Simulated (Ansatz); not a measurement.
# BrClH₂HfO₂: how energies converge with the basis set

The task here is to estimate one member of a computed series from the others.

Computed with Ansatz 0.2.0, Gaussian basis. Level: one geometry, several basis sets.

The runs, in order: PBE0-D4/def2-SVP; ωB97M-V/def2-SVP; PBE0-D4/def2-QZVPP; ωB97M-V/def2-QZVPP; the functionals' def2-TZVPP values are taken from earlier runs.

1 further run of the same task is left out (for a known fault of the program). Runs told in other sessions of the task aren't counted.

### The geometry

All runs share one geometry, relaxed beforehand with PBE0-D4 in a triple-zeta def2 set. Hf takes the def2 core potential; no spin-orbit term is included.

7 atoms, charge 0, spin multiplicity 1.

Atoms are counted from 1 here; the program's logs count them from 0.

Bond lengths: O1–Hf2 1.895 Å, O1–H6 0.952 Å, Hf2–O3 1.895 Å, Hf2–Cl4 2.355 Å, Hf2–Br5 2.516 Å, O3–H7 0.952 Å. Angles: Hf2–O1–H6 171.2°, O1–Hf2–O3 110.8°, O1–Hf2–Cl4 108.8°, O1–Hf2–Br5 109.0°, O3–Hf2–Cl4 108.8°, O3–Hf2–Br5 109.0°, Cl4–Hf2–Br5 110.5°, Hf2–O3–H7 170.6°.

Coordinates:

```xyz
7
BrClH2HfO2
O    -1.09081    1.28129   -0.21543
Hf    0.27150    0.06747    0.29475
O     0.14160   -1.54339   -0.69447
Cl    0.03089   -0.42573    2.58478
Br    2.51345    1.12105   -0.14789
H    -1.81927    1.78557   -0.56308
H    -0.04736   -2.28626   -1.25866
```

The first run:

Contents of in.yaml:

```yaml
crystal:
  periodic: [false, false, false]
  atoms:
    - {symbol: O, position_ang: [-1.090808, 1.281287, -0.215435]}
    - {symbol: Hf, position_ang: [0.271504, 0.067470, 0.294751]}
    - {symbol: O, position_ang: [0.141596, -1.543394, -0.694473]}
    - {symbol: Cl, position_ang: [0.030895, -0.425729, 2.584779]}
    - {symbol: Br, position_ang: [2.513450, 1.121045, -0.147886]}
    - {symbol: H, position_ang: [-1.819274, 1.785566, -0.563078]}
    - {symbol: H, position_ang: [-0.047363, -2.286256, -1.258658]}
basis:
  gaussian: {orbitals: def2-SVP}
hamiltonian: {xc: pbe0, dispersion: d4}
output: {orbitals: {seedname: orbitals}}
```

Launch:

```bash
$ ansatz run in.yaml --threads 4 --pin off --events-out ev --progress --plain --max-ram 10444MiB
```

Steps of the session up to this table: PBE0-D4 in def2-SVP; ωB97M-V in def2-SVP; PBE0-D4 in def2-QZVPP; ωB97M-V in def2-QZVPP.

One of the session's tables, all rows but one given; the rest of the session is left out.

It belongs to the step «Density functionals: the series». 

| functional | basis | HOMO (eV) |
| --- | --- | --- |
| PBE0-D4 | def2-SVP | -8.35 |
| PBE0-D4 | def2-TZVPP | ? |
| PBE0-D4 | def2-QZVPP | -8.47 |
| ωB97M-V | def2-SVP | -10.51 |
| ωB97M-V | def2-TZVPP | -10.63 |
| ωB97M-V | def2-QZVPP | -10.66 |

Q: Estimate the row for PBE0-D4, def2-TZVPP from the others.

**Answer.** HOMO (eV): -8.44. In the column «HOMO (eV)» it lies between PBE0-D4, def2-QZVPP (-8.47) and PBE0-D4, def2-SVP (-8.35).
